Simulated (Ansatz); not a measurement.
Relaxation of a periodic cell of 17 atoms, HC₁₆ (host C, host structure diamond, interstitial H), cell charge +1, to a largest force component of 0.08 eV/Å in at most 25 steps.

These are results of DFT PBE-D3(BJ), scalar-relativistic, plane waves, PAW in Ansatz 0.2.0, not measurements. Settings: accuracy low, PAW set soft_1, cutoff 420 eV, k mesh 3x3x3, fermi-dirac smearing 0.05 eV, no spin polarisation.

```xyz
17
Lattice="0.0000 3.5700 3.5700 3.5700 0.0000 3.5700 3.5700 3.5700 0.0000" Properties=species:S:1:pos:R:3
C 0.000 0.000 0.000
C 0.892 0.892 0.892
C 1.785 1.785 0.000
C 2.678 2.678 0.892
C 1.785 0.000 1.785
C 2.678 0.892 2.678
C 3.570 1.785 1.785
C 4.463 2.678 2.678
C 0.000 1.785 1.785
C 0.892 2.678 2.678
C 1.785 3.570 1.785
C 2.678 4.463 2.678
C 1.785 1.785 3.570
C 2.678 2.678 4.463
C 3.570 3.570 3.570
C 4.463 4.463 4.463
H 1.843 3.539 3.541
```

Question: Where does it end, and by what steps?

Answer: The run converged. Limits of this set-up: a small cell, in which the defect meets its images, low accuracy level, charged cell in a uniform background, uncorrected. After 10 steps the energy has fallen by 0.923 eV; H17 moved furthest, 0.81 Å. Joined: C14–H17 (1.51 → 1.18 Å), C15–H17 (1.73 → 1.18 Å).

```csv
step,energy less start (eV),largest force component (eV/Å),accepted
0,0.0000,1.339,yes
1,-0.1019,0.408,yes
2,-0.1407,0.543,yes
3,-0.2708,1.038,yes
4,-0.5061,1.210,yes
5,-0.7788,0.879,yes
6,-0.8637,0.786,yes
7,-0.8984,0.708,yes
8,-0.7244,1.630,no
9,-0.9211,0.193,yes
10,-0.9229,0.039,yes
```

```xyz
17
Lattice="0.0000 3.5700 3.5700 3.5700 0.0000 3.5700 3.5700 3.5700 0.0000" Properties=species:S:1:pos:R:3
C -0.045 0.022 0.004
C 0.859 0.914 0.879
C 1.752 1.817 0.002
C 2.635 2.705 0.896
C 1.737 0.029 1.799
C 2.631 0.911 2.692
C 3.510 1.814 1.799
C 4.430 2.699 2.676
C -0.019 1.814 1.769
C 0.841 2.704 2.681
C 1.741 3.593 1.781
C 2.641 4.530 2.644
C 1.702 1.766 3.581
C 2.569 2.638 4.552
C 3.611 3.660 3.509
C 4.399 4.483 4.493
H 2.549 3.139 3.483
```

Time of the run: 94 s on 1 thread of Arm Neoverse N1, on a shared host, peak memory 0.32 GiB.
